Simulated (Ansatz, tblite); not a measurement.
**GeMe3(NHiPr) (C6H17GeN): rung by rung**

An exercise on one series of results from a longer session: the logs are not shown, and one member is left open.

The runs use Ansatz 0.2.0, Gaussian basis; as each input shows.

The runs, in order: GFN1-xTB, GFN2-xTB, PBE-D4/def2-TZVP, r2SCAN-D4/def2-TZVP, ωB97M-V/def2-TZVP, revPBE-D4/def2-TZVP, PBE-D4/def2-SVP, PBE0-D4/def2-SVP, HF/STO-3G, MP2/def2-TZVP.

2 further runs of the same task are left out: 2 set aside as unsound or not needed.

## The geometry

The geometry is that of the singlet, from an earlier relaxation (PBE-D4/def2-SVP).

25 atoms, charge 0, spin multiplicity 1.

Bond lengths: Ge1–C2 1.968 Å, Ge1–C6 1.969 Å, Ge1–C10 1.979 Å, Ge1–N14 1.868 Å, C2–H3 1.108 Å, C2–H4 1.109 Å, C2–H5 1.109 Å, C6–H7 1.108 Å, C6–H8 1.108 Å, C6–H9 1.109 Å, C10–H11 1.108 Å, C10–H12 1.109 Å, C10–H13 1.110 Å, N14–C15 1.463 Å, N14–H18 1.026 Å, C15–C16 1.531 Å, C15–C17 1.541 Å, C15–H19 1.118 Å and more. Angles: C2–Ge1–C6 109.8°, C2–Ge1–C10 109.6°, C2–Ge1–N14 103.4°, C6–Ge1–C10 109.1°, C6–Ge1–N14 110.0°, C10–Ge1–N14 114.8°, Ge1–C2–H3 110.3°, Ge1–C2–H4 111.1°, Ge1–C2–H5 110.4°, H3–C2–H4 108.6°, H3–C2–H5 108.4°, H4–C2–H5 108.0°, Ge1–C6–H7 111.7°, Ge1–C6–H8 109.8°, Ge1–C6–H9 109.8°, H7–C6–H8 108.5°, H7–C6–H9 108.2°, H8–C6–H9 108.7° and more.

PBE0-D4/def2-TZVP was run before; its log isn't repeated, and its numbers join the tables.

Set-up of the first run:

Tight binding, by tblite at 300 K electronic temperature and without a spin-polarisation term:

```python
tblite.interface.Calculator('GFN1-xTB', numbers, positions, charge=0, uhf=0).singlepoint()
```

Tight binding, by tblite at 300 K electronic temperature and without a spin-polarisation term:

```python
tblite.interface.Calculator('GFN2-xTB', numbers, positions, charge=0, uhf=0).singlepoint()
```

start.molden holds the orbitals of an earlier run on this state, given as this run's starting guess.

Contents of in.yaml:

```yaml
crystal:
  periodic: [false, false, false]
  atoms:
    - {symbol: Ge, position_ang: [0.339156, 0.523397, 0.948937]}
    - {symbol: C, position_ang: [-0.001473, 0.472228, 2.886662]}
    - {symbol: H, position_ang: [0.459460, -0.430615, 3.334696]}
    - {symbol: H, position_ang: [-1.089666, 0.456525, 3.099893]}
    - {symbol: H, position_ang: [0.431463, 1.366767, 3.377982]}
    - {symbol: C, position_ang: [2.276538, 0.632939, 0.613471]}
    - {symbol: H, position_ang: [2.497172, 0.817586, -0.456021]}
    - {symbol: H, position_ang: [2.763628, -0.315406, 0.915063]}
    - {symbol: H, position_ang: [2.714886, 1.461833, 1.206295]}
    - {symbol: C, position_ang: [-0.546839, 2.108223, 0.160445]}
    - {symbol: H, position_ang: [-1.642351, 2.061460, 0.321941]}
    - {symbol: H, position_ang: [-0.356504, 2.170176, -0.929857]}
    - {symbol: H, position_ang: [-0.160912, 3.036494, 0.630695]}
    - {symbol: N, position_ang: [-0.319414, -1.119247, 0.350993]}
    - {symbol: C, position_ang: [-0.565606, -1.508604, -1.037283]}
    - {symbol: C, position_ang: [0.631192, -1.157128, -1.925834]}
    - {symbol: C, position_ang: [-1.873006, -0.940705, -1.622123]}
    - {symbol: H, position_ang: [-1.073223, -1.450811, 0.962821]}
    - {symbol: H, position_ang: [-0.659038, -2.622270, -1.050665]}
    - {symbol: H, position_ang: [0.753918, -0.056130, -2.019162]}
    - {symbol: H, position_ang: [0.493117, -1.558130, -2.950051]}
    - {symbol: H, position_ang: [1.570221, -1.572815, -1.508940]}
    - {symbol: H, position_ang: [-1.828303, 0.166854, -1.689440]}
    - {symbol: H, position_ang: [-2.074482, -1.338626, -2.640025]}
    - {symbol: H, position_ang: [-2.739926, -1.204005, -0.980492]}
basis:
  gaussian: {orbitals: def2-TZVP, initial_orbitals: start.molden}
hamiltonian: {xc: pbe, dispersion: d4}
scf: {omitted_lower_state_checks: [starts]}
output: {orbitals: {seedname: orbitals}}
```

Launch:

```
ansatz run in.yaml --threads 4 --pin off --events-out ev --progress --plain --max-ram 6963MiB
```

Steps of the session up to this table: PBE-D4/def2-TZVP; r2SCAN-D4/def2-TZVP; ωB97M-V/def2-TZVP; revPBE-D4/def2-TZVP; PBE-D4/def2-SVP; PBE0-D4/def2-SVP; HF/STO-3G; MP2/def2-TZVP.

One table of the session follows, with a row left open; its other results are not shown here.

It belongs to the step «Binding energy». 

| level | binding an atom (eV) |
| --- | --- |
| HF/STO-3G | 3.741 |
| HF/def2-TZVP | ? |
| PBE-D4/def2-SVP | 4.004 |
| PBE-D4/def2-TZVP | 3.978 |
| revPBE-D4/def2-TZVP | 3.899 |
| r2SCAN-D4/def2-TZVP | 3.921 |
| PBE0-D4/def2-SVP | 3.965 |
| PBE0-D4/def2-TZVP | 3.934 |
| ωB97M-V/def2-TZVP | 3.922 |
| MP2/def2-TZVP | 3.817 |

Q: Estimate the row for HF/def2-TZVP from the others.

**Answer.** binding an atom (eV): 2.914. In the column «binding an atom (eV)» it is the lowest.

Caveats from the session: Free atoms were run apart at each level; binding is atoms less cluster, divided by the number of atoms, without zero-point or spin-orbit terms.
